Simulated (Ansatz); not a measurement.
# La: the crystal squeezed far

One table from this session's results is given with a row withheld; the runs are named, their logs left out.

Computed with Ansatz 0.2.0 (DFT, PBE, PAW with Ansatz's default frozen-core files, scalar-relativistic, unless a step's input says otherwise).

1 further run of the same task is left out (it didn't finish).

### Starting point

It takes space group P6_3/mmc (No. 194, hexagonal). Conventional cell: a = 3.757 Å, b = 3.757 Å, c = 12.212 Å, α = 90.00°, β = 90.00°, γ = 120.00°. La (site symmetry -3m) is surrounded by 12 La at 3.75 to 3.76 Å. La (site symmetry -6m2) is surrounded by 12 La at 3.75 to 3.76 Å.

Coordinates:

```
CELL_PARAMETERS angstrom
3.75739 0.00000 0.00000
-1.87869 3.25399 0.00000
0.00000 0.00000 12.21150
ATOMIC_POSITIONS crystal
La 0.00000 0.00000 0.00000
La 0.00000 0.00000 0.50000
La 0.33333 0.66667 0.25000
La 0.66667 0.33333 0.75000
```

Whether this phase is the stable one at these pressures isn't tested.

Atoms are numbered in the order of the input: La1, La2, La3, La4.

The first run:

File input.yaml:

```yaml
crystal:
  lattice:
    - [3.757386034, 0.0, 0.0]
    - [-1.878693017, 3.2539917573, 0.0]
    - [0.0, 0.0, 12.2115046106]
  atoms:
    - { symbol: La, position: [0.0, 0.0, 0.0] }
    - { symbol: La, position: [0.0, 0.0, 0.5] }
    - { symbol: La, position: [0.3333333333, 0.6666666667, 0.25] }
    - { symbol: La, position: [0.6666666667, 0.3333333333, 0.75] }
kpoints:
  mp_grid: { grid: [9, 9, 3] }
scf:
  occupations: { method: fermi_dirac, width: 0.08 }
hamiltonian:
  xc: pbe
  pseudopotentials: { kind: paw }
output:
  forces: true
  stress: true
  write_density: true
  write_potential: true
  elf: true
  volumetric_format: npy
relax:
  f_tol: 0.005
  max_steps: 40
  cell: {}
```

Launch:

```
> ansatz run input.yaml --threads 1 --pin off --max-ram 3072MiB --backend cpu --events-out ev --progress --plain --runs-dir out
```

Steps of the session up to this table: Cell relaxed at zero pressure, PAW; Volume scaled by 1, PAW; Shape and atoms relaxed at 0.92 of the volume, PAW; Volume scaled by 0.92, PAW; Shape and atoms relaxed at 0.68 of the volume, PAW; Volume scaled by 0.68, PAW; Shape and atoms relaxed at 0.52 of the volume, PAW; Volume scaled by 0.52, PAW; Shape and atoms relaxed at 0.45 of the volume, PAW; Volume scaled by 0.45, PAW; Volume scaled by 0.45, PAW (partial_waves polarizable).

One of the session's tables, all rows but one given; the rest of the session is left out.

 The rows PAW, 0.45 and PAW (partial_waves polarizable), 0.45 agree to the last digit and may rest on the same set-up.

| method | volume over the first | volume (Å³/atom) | pressure (GPa) |
| --- | --- | --- | --- |
| PAW | 1 | 37.223 | 0.00 |
| PAW | 0.92 | 34.245 | 2.28 |
| PAW | 0.68 | 25.311 | 16.30 |
| PAW | 0.52 | ? | ? |
| PAW | 0.45 | 16.750 | 89.07 |
| PAW (partial_waves polarizable) | 0.45 | 16.750 | 89.07 |

Estimate the missing values for PAW, 0.52.

As computed: volume (Å³/atom): 19.356; pressure (GPa): 47.20. In the column «volume (Å³/atom)» it lies between PAW (partial_waves polarizable), 0.45 (16.750) and PAW, 0.68 (25.311).
